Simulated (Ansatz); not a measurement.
# CH5NO2Si: the cost of one run

The runs use Ansatz 0.2.0, Gaussian basis; functionals in def2-TZVPP, the program's frozen cores in correlated methods.

Levels to be run: PBE-D4, r2SCAN-D4, PBE0-D4, B3LYP-D4, ωB97X-V, ωB97M-V, B2PLYP; CCSD(T)/def2-TZVPP; MP2/def2-QZVPP; extrapolation to the limit.

### 1 The geometry

All runs share one geometry, relaxed beforehand with PBE0-D4 in a triple-zeta def2 set.

10 atoms, charge 0, spin multiplicity 1.

Atoms are counted from 1 here; the program's logs count them from 0.

Bond lengths: O1–C2 1.215 Å, C2–N3 1.353 Å, C2–H6 1.104 Å, N3–Si4 1.763 Å, N3–H7 1.008 Å, Si4–O5 1.632 Å, Si4–H8 1.479 Å, Si4–H9 1.480 Å, O5–H10 0.962 Å. Angles: O1–C2–N3 122.3°, O1–C2–H6 122.2°, N3–C2–H6 115.5°, C2–N3–Si4 117.5°, C2–N3–H7 117.6°, Si4–N3–H7 124.8°, N3–Si4–O5 111.6°, N3–Si4–H8 105.3°, N3–Si4–H9 107.9°, O5–Si4–H8 107.8°, O5–Si4–H9 112.4°, H8–Si4–H9 111.7°, Si4–O5–H10 113.4°.

### 2 PBE-D4 (GGA)

Contents of in.yaml:

```yaml
crystal:
  periodic: [false, false, false]
  atoms:
    - {symbol: O, position_ang: [-0.356920, 1.159058, 1.421522]}
    - {symbol: C, position_ang: [0.662465, 0.511048, 1.294558]}
    - {symbol: N, position_ang: [0.829660, -0.386733, 0.296907]}
    - {symbol: Si, position_ang: [-0.509603, -0.613849, -0.827214]}
    - {symbol: O, position_ang: [-0.949953, 0.792994, -1.528541]}
    - {symbol: H, position_ang: [1.516678, 0.617503, 1.986298]}
    - {symbol: H, position_ang: [1.722508, -0.848566, 0.228728]}
    - {symbol: H, position_ang: [0.015497, -1.501998, -1.886896]}
    - {symbol: H, position_ang: [-1.622987, -1.246066, -0.085243]}
    - {symbol: H, position_ang: [-1.224144, 1.465510, -0.897219]}
basis:
  gaussian: {orbitals: def2-TZVPP}
hamiltonian: {xc: pbe, dispersion: d4}
output: {forces: true, orbitals: {seedname: orbitals}}
```

On the command line:

```sh
$ ansatz run in.yaml --threads 4 --pin off --events-out ev --progress --plain --max-ram 10444MiB
```

Q: Estimate wall time and peak memory on 4 threads of Arm Neoverse N1, shared host.

About 3.4 s, with a peak of 0.29 GiB.
